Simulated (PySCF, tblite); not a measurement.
# C25H30S2: electronic excitations, NMR shifts, part 2 of 2

tblite 0.8.0 and PySCF 2.14.0. Atoms count from 0. The steps go on from the part before.

## Step 4: NMR shifts: GIAO KT3/pcSseg-1

What the job is given:

```
{"job": {"kind": "nmr", "xc": "KT3", "basis": "pcSseg-1", "pop": false}, "charge": 0, "multiplicity": 1}
C     -2.830706    -0.277438    -2.134652
C     -2.821555    -0.369024     2.070452
C     -2.803218    -0.291380     0.532597
C     -2.842393     1.148967     0.005053
C     -2.992906     1.114295    -1.533455
C      2.246021    -0.263571    -2.080375
C      3.441805    -1.016720    -0.033873
C      3.429843    -1.077281    -1.566716
C     -0.307321    -0.193870    -2.107405
C      0.940388    -0.946551    -0.055796
C      0.947419    -0.911599    -1.596055
C     -1.553679    -0.957513    -0.053401
C     -1.556684    -0.929345    -1.598739
C      2.219681    -0.346913     2.047996
C      2.204493    -0.282354     0.506262
C     -0.302923    -0.292227     2.049066
C     -0.308086    -0.241085     0.490887
C      0.948568    -0.970647     2.608226
C     -1.541515    -0.983108     2.620751
C      2.213210     1.173301     0.004064
C      2.357302     1.152868    -1.530088
C     -0.315470     1.222511    -0.039196
C     -0.318001     1.231338    -1.592795
C      0.953922     1.929210     0.449336
C     -1.590444     1.919372     0.448291
S      1.078526     2.161917    -2.329348
S     -1.724653     2.155604    -2.319985
H     -2.772134    -0.185963    -3.221716
H     -3.699152    -0.899569    -1.908273
H     -3.672884    -0.967212     2.400434
H     -2.952038     0.628409     2.493707
H     -3.691870    -0.813422     0.167497
H     -3.714573     1.660724     0.426768
H     -3.947688     1.546123    -1.839827
H      2.258383    -0.224883    -3.174372
H      4.336199    -0.500597     0.321758
H      3.457404    -2.026232     0.382381
H      4.356770    -0.673022    -1.976588
H      3.336533    -2.107628    -1.913891
H     -0.307305    -0.185640    -3.202813
H      0.919612    -1.991702     0.264268
H      0.918361    -1.935115    -1.988764
H     -1.522641    -2.002390     0.267418
H     -1.512372    -1.955149    -1.981788
H      3.077789    -0.932850     2.384058
H      2.342369     0.654660     2.463309
H     -0.306120     0.726921     2.440623
H      0.947061    -0.874531     3.696373
H      0.925959    -2.038862     2.384961
H     -1.529830    -0.887645     3.708827
H     -1.511813    -2.050885     2.396523
H      3.080533     1.689177     0.431578
H      3.304536     1.597819    -1.842687
H      0.983227     2.943840     0.046199
H      0.945963     2.018527     1.534651
H     -1.626066     2.934788     0.048606
H     -1.584502     2.005200     1.533869
```

Level: GIAO KT3/pcSseg-1 NMR shielding, non-relativistic, gas phase.

Log:

```text
start: PBE on a coarse grid of 44297 points
cycle   1  E = -1764.8510198651  dE =  4.036e+00  |g| = 9.756e-01  |ddm| = 8.250e+00
cycle   2  E = -1764.3137035992  dE =  5.373e-01  |g| = 1.767e+00  |ddm| = 3.489e+00
cycle   3  E = -1765.0806463994  dE = -7.669e-01  |g| = 4.253e-01  |ddm| = 3.104e+00
cycle   4  E = -1765.1184200228  dE = -3.777e-02  |g| = 1.249e-01  |ddm| = 9.122e-01
cycle   5  E = -1765.1216291127  dE = -3.209e-03  |g| = 4.169e-02  |ddm| = 2.002e-01
cycle   6  E = -1765.1219776085  dE = -3.485e-04  |g| = 1.919e-02  |ddm| = 9.651e-02
cycle   7  E = -1765.1220672874  dE = -8.968e-05  |g| = 3.286e-03  |ddm| = 3.223e-02
final grid: 387488 points
cycle   8  E = -1788.7486252298  dE = -7.144e-02  |g| = 1.812e-01  |ddm| = 9.948e-01
cycle   9  E = -1788.7472244227  dE =  1.401e-03  |g| = 1.396e-01  |ddm| = 3.048e-01
cycle  10  E = -1788.7488079796  dE = -1.584e-03  |g| = 8.981e-02  |ddm| = 3.323e-01
cycle  11  E = -1788.7508764819  dE = -2.069e-03  |g| = 1.830e-02  |ddm| = 1.731e-01
cycle  12  E = -1788.7509570565  dE = -8.057e-05  |g| = 3.561e-03  |ddm| = 3.966e-02
cycle  13  E = -1788.7509609980  dE = -3.942e-06  |g| = 1.406e-03  |ddm| = 8.405e-03
cycle  14  E = -1788.7509611205  dE = -1.224e-07  |g| = 3.694e-04  |ddm| = 2.570e-03
cycle  15  E = -1788.7509610258  dE =  9.468e-08  |g| = 1.173e-04  |ddm| = 7.267e-04
cycle  16  E = -1788.7509586853  dE =  2.340e-06  |g| = 2.944e-05  |ddm| = 2.134e-04
converged SCF energy = -1788.7509586853

GIAO shielding tensors (ppm)
atom      isotropic    diamagn.    paramagn.     s11        s22        s33       span
  0 C      146.873     248.428    -101.555    129.352    150.996    160.272     30.920
  1 C      154.604     248.252     -93.649    143.091    153.927    166.792     23.701
  2 C      152.883     247.080     -94.198    145.153    149.483    164.012     18.859
  3 C      143.254     247.146    -103.891    131.714    139.709    158.340     26.626
  4 C      137.494     254.307    -116.813    122.172    141.993    148.316     26.145
  5 C      142.256     244.164    -101.908    122.459    143.339    160.970     38.510
  6 C      144.307     246.009    -101.703    122.730    144.687    165.503     42.773
  7 C      151.261     252.598    -101.337    142.708    146.240    164.833     22.125
  8 C      132.613     239.849    -107.235    112.483    127.275    158.082     45.599
  9 C      144.614     236.276     -91.662    132.262    146.239    155.341     23.079
 10 C      140.499     241.792    -101.293    126.840    144.082    150.575     23.734
 11 C      148.398     236.376     -87.978    136.956    152.762    155.475     18.519
 12 C      145.075     242.483     -97.408    138.144    148.165    148.916     10.772
 13 C      147.358     245.395     -98.037    131.942    142.206    167.927     35.985
 14 C      153.118     244.027     -90.910    148.406    150.110    160.837     12.432
 15 C      146.610     241.307     -94.697    139.918    147.548    152.363     12.445
 16 C      149.691     238.706     -89.014    142.106    147.139    159.829     17.723
 17 C      151.825     246.714     -94.889    135.933    150.598    168.945     33.012
 18 C      151.541     246.194     -94.654    138.148    149.030    167.443     29.296
 19 C      139.523     243.053    -103.530    126.932    138.885    152.751     25.819
 20 C      135.176     252.438    -117.262    121.118    137.405    147.005     25.887
 21 C      144.050     234.331     -90.281    132.321    145.065    154.764     22.443
 22 C      115.799     238.362    -122.564     98.424    123.374    125.598     27.174
 23 C      150.556     240.171     -89.615    137.735    151.974    161.961     24.226
 24 C      152.673     240.681     -88.008    137.773    154.715    165.532     27.759
 25 S      439.468    1057.377    -617.908    285.906    466.963    565.536    279.629
 26 S      424.561    1057.754    -633.193    267.033    477.819    528.832    261.800
 27 H       29.639      30.683      -1.044     25.749     27.187     35.981     10.232
 28 H       29.097      30.507      -1.410     24.252     26.769     36.272     12.020
 29 H       29.798      27.237       2.561     23.606     27.564     38.223     14.617
 30 H       30.352      30.259       0.093     26.455     29.118     35.484      9.029
 31 H       29.389      33.679      -4.291     22.186     29.729     36.251     14.065
 32 H       29.621      32.047      -2.426     24.524     27.039     37.299     12.774
 33 H       28.657      31.875      -3.218     23.971     25.080     36.920     12.949
 34 H       29.840      32.781      -2.940     24.501     28.994     36.026     11.525
 35 H       30.301      30.206       0.094     24.954     28.994     36.954     12.000
 36 H       30.238      30.821      -0.584     24.965     29.336     36.413     11.448
 37 H       29.972      29.020       0.952     24.771     27.478     37.667     12.896
 38 H       30.129      30.029       0.100     25.623     27.253     37.510     11.888
 39 H       29.553      33.878      -4.325     25.627     28.733     34.300      8.673
 40 H       30.189      34.497      -4.308     26.487     29.613     34.468      7.982
 41 H       30.062      32.777      -2.715     26.007     27.715     36.462     10.455
 42 H       29.781      33.419      -3.638     25.204     29.165     34.974      9.770
 43 H       29.725      31.465      -1.740     25.363     26.991     36.821     11.458
 44 H       30.565      29.511       1.054     24.246     30.042     37.407     13.161
 45 H       30.321      30.690      -0.369     27.244     28.423     35.298      8.054
 46 H       30.000      33.110      -3.110     27.756     30.187     32.057      4.301
 47 H       30.402      28.237       2.165     24.524     28.903     37.780     13.256
 48 H       30.420      31.649      -1.229     26.794     28.851     35.615      8.821
 49 H       30.331      27.904       2.427     24.688     28.818     37.487     12.799
 50 H       30.373      31.120      -0.746     27.104     28.278     35.737      8.633
 51 H       30.019      33.368      -3.349     26.039     27.414     36.604     10.565
 52 H       28.925      33.710      -4.785     23.990     26.502     36.284     12.293
 53 H       28.738      29.741      -1.003     24.474     27.430     34.309      9.835
 54 H       30.302      31.073      -0.771     27.897     28.760     34.249      6.352
 55 H       28.832      29.879      -1.047     24.333     27.616     34.547     10.215
 56 H       30.277      31.082      -0.806     27.532     29.009     34.288      6.756
```

Run time: 55 s. Hardware: 2 threads of AMD EPYC 9R45, shared host; peak memory 1.5 GiB.

The references, computed at this level on geometries of the same kind, shield at (ppm): 1H TMS 31.76, 13C TMS 184.7. Their shielding less the atom's gives the shift. The references are single molecules in the gas phase.

```csv
atoms,environment,σ (ppm),δ (ppm)
C22,"carbon bonded to 2 C, 2 S",115.8,68.9
C8,"carbon bonded to 3 C, H",132.6,52.1
C20,"carbon bonded to 2 C, S, H",135.2,49.5
C4,"carbon bonded to 2 C, S, H",137.5,47.2
C19,"carbon bonded to 3 C, H",139.5,45.2
C10,"carbon bonded to 3 C, H",140.5,44.2
C5,"carbon bonded to 3 C, H",142.3,42.5
C3,"carbon bonded to 3 C, H",143.3,41.5
C21,carbon bonded to 4 C,144.0,40.7
C6,"carbon bonded to 2 C, 2 H",144.3,40.4
C9,"carbon bonded to 3 C, H",144.6,40.1
C12,"carbon bonded to 3 C, H",145.1,39.6
C15,"carbon bonded to 3 C, H",146.6,38.1
C0,"carbon bonded to 2 C, 2 H",146.9,37.8
C13,"carbon bonded to 2 C, 2 H",147.4,37.4
C11,"carbon bonded to 3 C, H",148.4,36.3
C16,carbon bonded to 4 C,149.7,35.0
C23,"carbon bonded to 2 C, 2 H",150.6,34.2
C7,"carbon bonded to 2 C, 2 H",151.3,33.5
C18,"carbon bonded to 2 C, 2 H",151.5,33.2
C17,"carbon bonded to 2 C, 2 H",151.8,32.9
C24,"carbon bonded to 2 C, 2 H",152.7,32.0
C2,"carbon bonded to 3 C, H",152.9,31.8
C14,carbon bonded to 4 C,153.1,31.6
C1,"carbon bonded to 2 C, 2 H",154.6,30.1
H33,"hydrogen on a carbon bonded to 2 C, S",28.66,3.10
H53,hydrogen on a carbon bonded to 2 C,28.74,3.02
H55,hydrogen on a carbon bonded to 2 C,28.83,2.93
H52,"hydrogen on a carbon bonded to 2 C, S",28.93,2.83
H28,hydrogen on a carbon bonded to 2 C,29.10,2.66
H31,hydrogen on a carbon bonded to 3 C,29.39,2.37
H39,hydrogen on a carbon bonded to 3 C,29.55,2.21
H32,hydrogen on a carbon bonded to 3 C,29.62,2.14
H27,hydrogen on a carbon bonded to 2 C,29.64,2.12
H43,hydrogen on a carbon bonded to 3 C,29.73,2.03
H42,hydrogen on a carbon bonded to 3 C,29.78,1.98
H29,hydrogen on a carbon bonded to 2 C,29.80,1.96
H34,hydrogen on a carbon bonded to 3 C,29.84,1.92
H37,hydrogen on a carbon bonded to 2 C,29.97,1.79
H46,hydrogen on a carbon bonded to 3 C,30.00,1.76
```

Ring of atoms C0, C2, C3, C4, C11, C12: NICS(0) -2.4, NICS(1) -3.0, NICS(1)zz -3.2 ppm (means of both faces).

Ring of atoms C0, C4, C8, C12, C22, S26: NICS(0) -2.1, NICS(1) -1.9, NICS(1)zz 2.4 ppm (means of both faces).

Ring of atoms C1, C2, C11, C15, C16, C18: NICS(0) -3.2, NICS(1) -3.6, NICS(1)zz 0.4 ppm (means of both faces).

## Step 5: Summary of results

What follows sums up all 2 parts.

| quantity | value |
| --- | --- |
| lowest singlet (PBE0/6-31G*) | 5.00 eV (248 nm), f = 0.000 |
| brightest single state of those computed | state 4, 5.95 eV, f = 0.003 |
| lowest triplet | 4.56 eV |
| surface potential, 1st and 99th percentile | -1.29 V and 0.70 V |
| 13C shifts against TMS (KT3/pcSseg-1) | 68.9, 52.1, 49.5, 47.2, 45.2, 44.2, 42.5, 41.5, 40.7, 40.4, 40.1, 39.6, 38.1, 37.8 ppm and more |
| 1H shifts against TMS (KT3/pcSseg-1) | 3.10, 3.02, 2.93, 2.83, 2.66, 2.37, 2.21, 2.14, 2.12, 2.03, 1.98, 1.96, 1.92, 1.79 ppm and more |
| shieldings of S (KT3/pcSseg-1) | S26 424.6, S25 439.5 ppm |

The lowest singlet, at 5.00 eV, is HOMO→LUMO 0.90 and is dark; of the 6 states computed, the strongest absorption comes from state 4 at 5.95 eV. The lowest triplet lies 0.44 eV below the lowest singlet (triplets in Tamm-Dancoff, singlets in full TDDFT). States above −ε(HOMO) lie where TDDFT describes them poorly and they hang on the basis; the brightest is among them. At KT3/pcSseg-1: The widest tensor belongs to S25: span 280 ppm, with a paramagnetic part of -618 ppm.
